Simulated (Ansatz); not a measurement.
# CH2F4OSn: one species, many methods

The task here is to estimate one member of a computed series from the others.

Method: functionals in def2-TZVPP, the program's frozen cores in correlated methods; program: Ansatz 0.2.0, Gaussian basis.

The runs, in order: PBE-D4, r2SCAN-D4, PBE0-D4, B3LYP-D4, ωB97X-V, ωB97M-V, B2PLYP; CCSD(T)/def2-TZVPP; MP2/def2-QZVPP; extrapolation to the limit.

## Structure used throughout

An earlier PBE0-D4 in a triple-zeta def2 set relaxation fixed the geometry. Sn takes the def2 core potential; no spin-orbit term is included.

SMILES `[F][SnH2][O]C(F)(F)F`, 9 atoms, charge 0, spin multiplicity 1.

Atoms are counted from 1 here; the program's logs count them from 0.

Bond lengths: F1–Sn2 1.906 Å, Sn2–O3 1.988 Å, Sn2–H8 1.687 Å, Sn2–H9 1.689 Å, O3–C4 1.317 Å, C4–F5 1.348 Å, C4–F6 1.328 Å, C4–F7 1.353 Å. Angles: F1–Sn2–O3 103.4°, F1–Sn2–H8 106.9°, F1–Sn2–H9 107.6°, O3–Sn2–H8 102.9°, O3–Sn2–H9 109.6°, H8–Sn2–H9 124.5°, Sn2–O3–C4 122.6°, O3–C4–F5 112.3°, O3–C4–F6 111.0°, O3–C4–F7 112.5°, F5–C4–F6 107.3°, F5–C4–F7 105.8°, F6–C4–F7 107.5°.

Geometry (Å):

```xyz
9

F    -2.1453   -0.4286   -1.4305
Sn   -0.2727   -0.7435   -1.2664
O     0.0542   -0.5668    0.6869
C     0.3726    0.5790    1.2533
F     1.6739    0.8896    1.0848
F     0.1402    0.5454    2.5608
F    -0.3245    1.6198    0.7418
H    -0.0262   -2.3897   -1.5409
H     0.5278    0.4948   -2.0897
```

Set-up of the first run:

File in.yaml:

```yaml
crystal:
  periodic: [false, false, false]
  atoms:
    - {symbol: F, position_ang: [-2.145319, -0.428583, -1.430469]}
    - {symbol: Sn, position_ang: [-0.272733, -0.743517, -1.266443]}
    - {symbol: O, position_ang: [0.054200, -0.566845, 0.686918]}
    - {symbol: C, position_ang: [0.372650, 0.579030, 1.253266]}
    - {symbol: F, position_ang: [1.673853, 0.889611, 1.084752]}
    - {symbol: F, position_ang: [0.140171, 0.545401, 2.560794]}
    - {symbol: F, position_ang: [-0.324487, 1.619787, 0.741828]}
    - {symbol: H, position_ang: [-0.026170, -2.389722, -1.540913]}
    - {symbol: H, position_ang: [0.527834, 0.494839, -2.089732]}
basis:
  gaussian: {orbitals: def2-TZVPP}
hamiltonian: {xc: pbe, dispersion: d4}
output: {forces: true, orbitals: {seedname: orbitals}}
```

On the command line:

```bash
ansatz run in.yaml --threads 2 --pin off --events-out ev --progress --plain --max-ram 32768MiB --backend cpu
```

Among the steps run: PBE-D4 (GGA); r2SCAN-D4 (meta-GGA); PBE0-D4 (hybrid); B3LYP-D4 (hybrid); ωB97X-V (range-separated); ωB97M-V (range-separated); B2PLYP (double hybrid); CCSD(T) in def2-TZVPP; MP2 in def2-QZVPP.

One of the session's tables, all rows but one given; the rest of the session is left out.

It belongs to the step «Atomisation energies». 

```
            method  atomisation energy (eV)
            PBE-D4                   34.516
         r2SCAN-D4                   33.483
           PBE0-D4                   33.043
          B3LYP-D4                        ?
           ωB97X-V                   33.567
           ωB97M-V                   33.354
            B2PLYP                   32.680
     HF/def2-TZVPP                   21.739
    MP2/def2-TZVPP                   33.693
   CCSD/def2-TZVPP                   31.515
CCSD(T)/def2-TZVPP                   32.312
           MP2/CBS                   34.861
       CCSD(T)/CBS                   33.480
```

**Question.** Estimate the row for B3LYP-D4.

As computed: atomisation energy (eV): 32.820. In the column «atomisation energy (eV)» it lies between B2PLYP (32.680) and PBE0-D4 (33.043).

To keep in mind: Free atoms (4 F, 1 Sn, 1 O, 1 C, 2 H) were run apart at each level; the atomisation energy is their sum less the molecule, without zero-point or spin-orbit terms.
